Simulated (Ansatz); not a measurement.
# C2H8SeSi: a ladder of functionals and wavefunction methods

How much do the methods differ for C2H8SeSi? The plan is to run it at one geometry with functionals of several rungs and with coupled cluster, and see how far each lands from CCSD(T) at the basis-set limit for the atomisation energy.

Program: Ansatz 0.2.0, Gaussian basis. Level of theory: functionals in def2-TZVPP, the program's frozen cores in correlated methods. These are calculated values, not measurements.

Levels to be run: LDA (SPW92), PBE-D4, revPBE-D4, BLYP-D4, r2SCAN-D4, B97M-V, PBE0-D4, B3LYP-D4, r2SCANh-D4, r2SCAN0-D4, HSE06-D4, BHLYP-D4, CAM-B3LYP-D4, LC-ωPBE, ωB97X-V, ωB97M-V, B2PLYP, PBE-QIDH; CCSD(T)/def2-SVP; CCSD(T)/def2-TZVPP; MP2/def2-QZVPP; extrapolation to the limit; RPA on PBE.

## 1. The relaxed structure

The geometry comes from an earlier relaxation with PBE0-D4 in a triple-zeta def2 set; it is a stationary point, not always the lowest conformer.

SMILES `C[SiH2][Se]C`, 12 atoms, charge 0, spin multiplicity 1.

Atoms are counted from 1 here; the program's logs count them from 0.

Bond lengths: C1–Si2 1.868 Å, C1–H5 1.092 Å, C1–H6 1.094 Å, C1–H7 1.092 Å, Si2–Se3 2.273 Å, Si2–H8 1.490 Å, Si2–H9 1.486 Å, Se3–C4 1.958 Å, C4–H10 1.088 Å, C4–H11 1.089 Å, C4–H12 1.088 Å. Angles: Si2–C1–H5 111.0°, Si2–C1–H6 110.3°, Si2–C1–H7 110.6°, H5–C1–H6 107.9°, H5–C1–H7 108.3°, H6–C1–H7 108.6°, C1–Si2–Se3 113.0°, C1–Si2–H8 109.4°, C1–Si2–H9 111.1°, Se3–Si2–H8 109.0°, Se3–Si2–H9 104.8°, H8–Si2–H9 109.3°, Si2–Se3–C4 97.0°, Se3–C4–H10 110.6°, Se3–C4–H11 110.2°, Se3–C4–H12 106.5°, H10–C4–H11 110.6°, H10–C4–H12 109.4° and more.

## 2. LDA

This LDA is Slater exchange with PW92 correlation.

File in.yaml:

```yaml
crystal:
  periodic: [false, false, false]
  atoms:
    - {symbol: C, position_ang: [-0.857059, 1.568065, -0.011479]}
    - {symbol: Si, position_ang: [-0.369542, 0.232682, 1.200556]}
    - {symbol: Se, position_ang: [1.635022, -0.720219, 0.711382]}
    - {symbol: C, position_ang: [1.101727, -1.537176, -0.986507]}
    - {symbol: H, position_ang: [-0.947998, 1.164772, -1.022591]}
    - {symbol: H, position_ang: [-1.822799, 1.998946, 0.266897]}
    - {symbol: H, position_ang: [-0.111067, 2.364902, -0.026243]}
    - {symbol: H, position_ang: [-1.418674, -0.824974, 1.220406]}
    - {symbol: H, position_ang: [-0.203524, 0.787245, 2.569385]}
    - {symbol: H, position_ang: [0.875682, -0.771983, -1.726173]}
    - {symbol: H, position_ang: [0.243976, -2.190165, -0.835705]}
    - {symbol: H, position_ang: [1.951158, -2.127193, -1.325826]}
basis:
  gaussian: {orbitals: def2-TZVPP}
hamiltonian: {xc: lda}
output: {orbitals: {seedname: orbitals}}
```

After this run come: PBE-D4 (GGA); revPBE-D4 (GGA); BLYP-D4 (GGA); r2SCAN-D4 (meta-GGA); B97M-V (meta-GGA); PBE0-D4 (hybrid); B3LYP-D4 (hybrid); r2SCANh-D4 (hybrid); r2SCAN0-D4 (hybrid); HSE06-D4 (hybrid); BHLYP-D4 (hybrid); CAM-B3LYP-D4 (range-separated); LC-ωPBE-D4 (range-separated); ωB97X-V (range-separated); ωB97M-V (range-separated); B2PLYP (double hybrid); PBE-QIDH (double hybrid); CCSD(T) in def2-SVP; CCSD(T) in def2-TZVPP; MP2 in def2-QZVPP; RPA on PBE orbitals.

Q: Predict the results of all the runs planned. Wanted: atomisation energy, CCSD(T)/CBS; farthest beyond LDA; mean size of error, GGA; mean size of error, meta-GGA; mean size of error, hybrid; mean size of error, range-separated; mean size of error, double hybrid; gap, smallest and largest; T1 diagnostic.

The runs gave:

| quantity | value |
| --- | --- |
| atomisation energy, CCSD(T)/CBS | 989.6 kcal/mol |
| functionals within 9.9 kcal/mol (1.0 %) | PBE-D4, r2SCAN-D4, B97M-V, PBE0-D4, B3LYP-D4, r2SCANh-D4, r2SCAN0-D4, HSE06-D4, CAM-B3LYP-D4, ωB97X-V, ωB97M-V, PBE-QIDH |
| farthest beyond LDA | BHLYP-D4 (-19.7 kcal/mol) |
| mean size of error, GGA | 9.4 kcal/mol |
| mean size of error, meta-GGA | 0.6 kcal/mol |
| mean size of error, hybrid | 6.6 kcal/mol |
| mean size of error, range-separated | 4.3 kcal/mol |
| mean size of error, double hybrid | 11.2 kcal/mol |
| gap, smallest and largest | 4.54 eV (BLYP-D4), 11.43 eV (LC-ωPBE) |
| T1 diagnostic | 0.0093 |
| triples share of the correlation energy | 3.7 % |

The LDA atomisation energy is off by 116.9 kcal/mol (12 %): it overbinds. PBE-D4 is off by +4.5 kcal/mol. Double hybrids carry the basis error of their MP2 part in triple zeta, and no dispersion term here, so their miss is partly the set-up's. The rungs meta-GGA, range-separated, hybrid, GGA miss on average by less than the doubt on the reference (9.9 kcal/mol), so they tie. Misses under about 9.9 kcal/mol are within the doubt on the reference itself, which lacks core-valence correlation, relativity and higher excitations, and its outer-core shells are covered unevenly. All levels share the lack of spin-orbit coupling, which lowers the free heavy atoms and so the true binding. Hartree-Fock recovers 75 % of the binding; the rest is correlation. CCSD(T) in def2-SVP is off by -57.6 kcal/mol, which most functionals beat. Orbital gaps span 4.5 to 11.4 eV; exact exchange widens them. Correlated methods include outer-core shells of Se, which these sets cover unevenly.
